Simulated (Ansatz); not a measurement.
**RbIr (CsCl type): how the settings move a relaxation**

Aim: see which settings change the result for RbIr (CsCl type), by how much, and at what cost.

Program: Ansatz 0.2.0. Level of theory: reference: DFT, PBE, all-electron LAPW, non-relativistic. These are calculated values, not measurements.

## (1) The starting structure

It takes space group Pm-3m (No. 221, cubic). Conventional cell: a = 3.808 Å, b = 3.808 Å, c = 3.808 Å, α = 90.00°, β = 90.00°, γ = 90.00°. Around Rb (site symmetry m-3m) lie 8 Ir at 3.30 Å. Around Ir (site symmetry m-3m) lie 8 Rb at 3.30 Å.

As a file:

```cif
data_structure
_symmetry_space_group_name_H-M 'Pm-3m'
_symmetry_Int_Tables_number 221
_cell_length_a 3.8079
_cell_length_b 3.8079
_cell_length_c 3.8079
_cell_angle_alpha 90.000
_cell_angle_beta 90.000
_cell_angle_gamma 90.000
_cell_volume 55.22
loop_
_atom_site_label
_atom_site_type_symbol
_atom_site_symmetry_multiplicity
_atom_site_Wyckoff_symbol
_atom_site_fract_x
_atom_site_fract_y
_atom_site_fract_z
_atom_site_occupancy
Rb1 Rb 1 a 0.00000 0.00000 0.00000 1
Ir1 Ir 1 b 0.50000 0.50000 0.50000 1
```

## (2) Baseline

The input, input.yaml:

```yaml
crystal:
  lattice:
    - [3.8079190921, 0.0, 0.0]
    - [0.0, 3.8079190921, 0.0]
    - [0.0, 0.0, 3.8079190921]
  atoms:
    - { symbol: Rb, position: [0.0, 0.0, 0.0] }
    - { symbol: Ir, position: [0.5, 0.5, 0.5] }
kpoints:
  mp_grid: { grid: [9, 9, 9] }
scf:
  occupations: { method: fermi_dirac, width: 0.05 }
hamiltonian:
  xc: pbe
  pseudopotentials:
    kind: all_electron
    lapw: { basis_error: 0.0005 }
    relativity: none
output:
  forces: true
  stress: true
  eigenvalues: true
relax:
  f_tol: 0.005
  max_steps: 20
  cell: {}
```

Started as:

```
$ ansatz run input.yaml --threads 1 --pin off --max-ram 2048MiB --backend cpu --events-out ev --progress --plain --runs-dir out
```

## (3) Changing settings: mp_grid.grid [3, 3, 3], xc lda, dispersion d3bjatm

input.yaml, as its differences from that of step 2:

```diff
@@ -9,3 +9,3 @@
 kpoints:
-  mp_grid: { grid: [9, 9, 9] }
+  mp_grid: { grid: [3, 3, 3] }
 scf:
@@ -13,3 +13,3 @@
 hamiltonian:
-  xc: pbe
+  xc: lda
   pseudopotentials:
@@ -18,2 +18,3 @@
     relativity: none
+  dispersion: d3bjatm
 output:
```

## (4) Changing settings: starting moments, hubbard.sites [{species: Ir, l: d, u_eff: 3.0}], hubbard.double_counting fll, spin_polarized true

input.yaml, as its differences from that of step 2:

```diff
@@ -6,4 +6,4 @@
   atoms:
-    - { symbol: Rb, position: [0.0, 0.0, 0.0] }
-    - { symbol: Ir, position: [0.5, 0.5, 0.5] }
+    - { symbol: Rb, position: [0.0, 0.0, 0.0], spin: -4.0 }
+    - { symbol: Ir, position: [0.5, 0.5, 0.5], spin: 0.5 }
 kpoints:
@@ -18,2 +18,3 @@
     relativity: none
+  hubbard: { sites: [{ species: Ir, l: d, u_eff: 3.0 }], double_counting: fll }
 output:
@@ -26 +27,3 @@
   cell: {}
+magnetization:
+  spin_polarized: true
```

**Question.** What will these runs give? Wanted: for each run, ending; energy change; pressure; gap; abs. moment; force.

The runs gave:

| run | ending | energy change | pressure (GPa) | gap (eV) | abs. moment (μB) | force (eV/Å) | cycles | time |
| --- | --- | --- | --- | --- | --- | --- | --- | --- |
| reference | converged | 0 | 0.0 | 0.00 | 0.00 | 0.00 | 22 | 39 s |
| 1: mp_grid.grid [3, 3, 3], xc lda, dispersion d3bjatm | converged | not comparable | 0.0 | 0.00 | 0.00 | 0.00 | 46 | 14 s |
| 2: starting moments, hubbard.sites [{species: Ir, l: d, u_eff: 3.0}], hubbard.double_counting fll, spin_polarized true | converged | +614.6 meV/atom (U changed: no physical gain or loss) | 0.0 | - | 0.48 | 0.00 | 55 | 3 min |

A changed U is a change of model: its shifts are not errors of convergence. Of the variants the dearest is «starting moments, hubbard.sites [{species: Ir, l: d, u_eff: 3.0}], hubbard.double_counting fll, spin_polarized true» (3 min), the cheapest «mp_grid.grid [3, 3, 3], xc lda, dispersion d3bjatm» (14 s), on a shared host.
